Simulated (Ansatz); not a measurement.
# CH4AlFSi, SMILES F[SiH]1[CH2][AlH]1: harmonic frequencies at the relaxed geometry

Computed with Ansatz 0.2.0 through its Python package.

At the Python prompt:
```pycon
>>> import ansatz as az
>>> import numpy as np
>>> GEOMETRY = """
... F    -2.02730    0.48020    1.06580
... Si   -0.39920    0.58290    0.92370
... C     0.10540    0.27570   -0.85080
... Al    0.67970   -1.39800    0.05640
... H     0.27080    1.79990    1.38610
... H    -0.70730    0.22700   -1.55390
... H     1.03430    0.88610   -1.15420
... H     1.13590   -2.91090    0.07100
... """
>>> mol = az.Crystal.molecule()
>>> for line in GEOMETRY.strip().splitlines():
...     symbol, *xyz = line.split()
...     mol = mol.atom(symbol, [float(v) for v in xyz])
...
>>> model = mol.calculation()
>>> model = model.basis(gaussian="def2-SVP")
>>> model = model.functional("CAM-B3LYP")
>>> symbols = [site.symbol for site in mol.cartesian_sites]
>>> start = np.array([site.position_ang for site in mol.cartesian_sites], dtype=float)
>>> data = model.relax(force_tolerance=0.003).run().report

>>> end = np.array(data["positions_ang"])
>>> print("final positions (A) and the move of each atom")
final positions (A) and the move of each atom
>>> for symbol, xyz, old in zip(symbols, end, start):
...     print(f"{symbol:2s} {xyz[0]:10.5f} {xyz[1]:10.5f} {xyz[2]:10.5f}   {np.linalg.norm(xyz - old):7.4f}")
...
F    -2.05642    0.92676    1.01960    0.4499
Si   -0.48047    0.53162    0.88614    0.1032
C     0.24190    0.27616   -0.83171    0.1378
Al    0.60544   -1.38699    0.15764    0.1260
H     0.28626    1.53047    1.67824    0.3977
H    -0.54673   -0.15837   -1.48901    0.4225
H     0.79461    1.03182   -1.40544    0.3766
H     1.24771   -2.80857   -0.07135    0.2079
>>> # same settings at the minimum
>>> minimum = az.Crystal.molecule()
>>> for symbol, xyz in zip(symbols, end):
...     minimum = minimum.atom(symbol, xyz.tolist())
...
>>> vibrating = (
...     minimum.calculation()
...     .basis(gaussian="def2-SVP")
...     .functional("CAM-B3LYP")
...     .phonons(temperatures=(100, 500, 100))
... )
>>> vib = vibrating.run().report["vibrations"]
>>> sums = vib["harmonic_sums"]
>>> modes = [m["omega_inv_cm"] for m in sums["modes_at_gamma"] if m["rigid_motion"] == "no"]
>>> print("frequencies (1/cm):", " ".join(f"{w:.0f}" for w in modes))
frequencies (1/cm): 156 212 333 385 422 454 563 629 756 807 846 879 928 1338 1969 2244 2976 3160
>>> print("imaginary modes:", sum(w < 0 for w in modes), " zero-point energy:", round(sums["zero_point_energy_ev"], 4), "eV")
imaginary modes: 0  zero-point energy: 1.1813 eV
>>> print("T (K)   F_vib (eV)   S_vib (meV/K)   C_vib (meV/K)")
T (K)   F_vib (eV)   S_vib (meV/K)   C_vib (meV/K)
>>> for row in zip(sums["temperatures_k"], sums["vibrational_free_energy_ev"], vib["entropy_ev_per_k"], vib["heat_capacity_ev_per_k"]):
...     print(f"{row[0]:6.1f} {row[1]:11.4f} {1000 * row[2]:13.4f} {1000 * row[3]:15.4f}")
...
 100.0      1.1798        0.0592          0.1425
 200.0      1.1653        0.2416          0.4147
 300.0      1.1305        0.4554          0.6442
 400.0      1.0744        0.6647          0.8095
 500.0      0.9980        0.8588          0.9283
```

The frequencies are harmonic and unscaled, in a modest basis. The result belongs to the one conformer reached from this start, and soft torsions count as harmonic oscillators. Timing: 3.3 min on 1 thread of Arm Neoverse V1, on a shared host, peak memory 0.27 GiB.

(Lines on the test bed's own set-up are left out of the output.)
